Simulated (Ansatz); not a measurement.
# Sr2I: the cost of one run

Computed with Ansatz 0.2.0 (DFT PBE, scalar-relativistic, plane waves, PAW, unless a step's input says otherwise).

## (1) The system as given

It takes space group P-3m1 (No. 164, trigonal). The conventional cell has a = 4.335 Å, b = 4.335 Å, c = 8.447 Å, α = 90.00°, β = 90.00°, γ = 120.00°. Sr (site symmetry 3m) has 3 I at 3.57 Å as nearest neighbours. Around I (site symmetry -3m) lie 6 Sr at 3.57 Å.

Structure file:

```cif
data_structure
_symmetry_space_group_name_H-M 'P-3m1'
_symmetry_Int_Tables_number 164
_cell_length_a 4.3350
_cell_length_b 4.3350
_cell_length_c 8.4472
_cell_angle_alpha 90.000
_cell_angle_beta 90.000
_cell_angle_gamma 120.000
_cell_volume 137.47
loop_
_atom_site_label
_atom_site_type_symbol
_atom_site_symmetry_multiplicity
_atom_site_Wyckoff_symbol
_atom_site_fract_x
_atom_site_fract_y
_atom_site_fract_z
_atom_site_occupancy
Sr1 Sr 2 d 0.33333 0.66667 0.80136 1
I1 I 1 b 0.00000 0.00000 0.50000 1
```

The start is the relaxed end of an invented cell (made as: close-packed metal layers stacked AB|A, with sites between them filled layer by layer (P-3m1, No. 164)), taken up again for a closer look.

## (2) The guess as it stands, on a coarse mesh

Input file input.yaml:

```yaml
crystal:
  lattice:
    - [4.3349793, 0.0, 0.0]
    - [-2.1674897, 3.7542022, 0.0]
    - [0.0, 0.0, 8.4472373]
  atoms:
    - { symbol: Sr, position: [0.3333333, 0.6666667, 0.801365] }
    - { symbol: Sr, position: [0.6666667, 0.3333333, 0.198635] }
    - { symbol: I, position: [0.0, 0.0, 0.5] }
basis:
  ecutwfc: 420
kpoints:
  mp_grid: { grid: [6, 6, 2] }
hamiltonian:
  xc: pbe
scf:
  occupations: { method: gaussian, width: 0.1 }
  lower_state_search: "off"
output:
  forces: true
  stress: true
  eigenvalues: true
```

Run with:

```
ansatz run input.yaml --threads 1 --pin off --max-ram 3072MiB --backend cpu --events-out ev --progress --plain --runs-dir out
```

Q: Estimate wall time and peak memory on 1 thread of AMD EPYC 7R43 (Zen 3), shared host.

About 4.9 s, with a peak of 0.42 GiB.
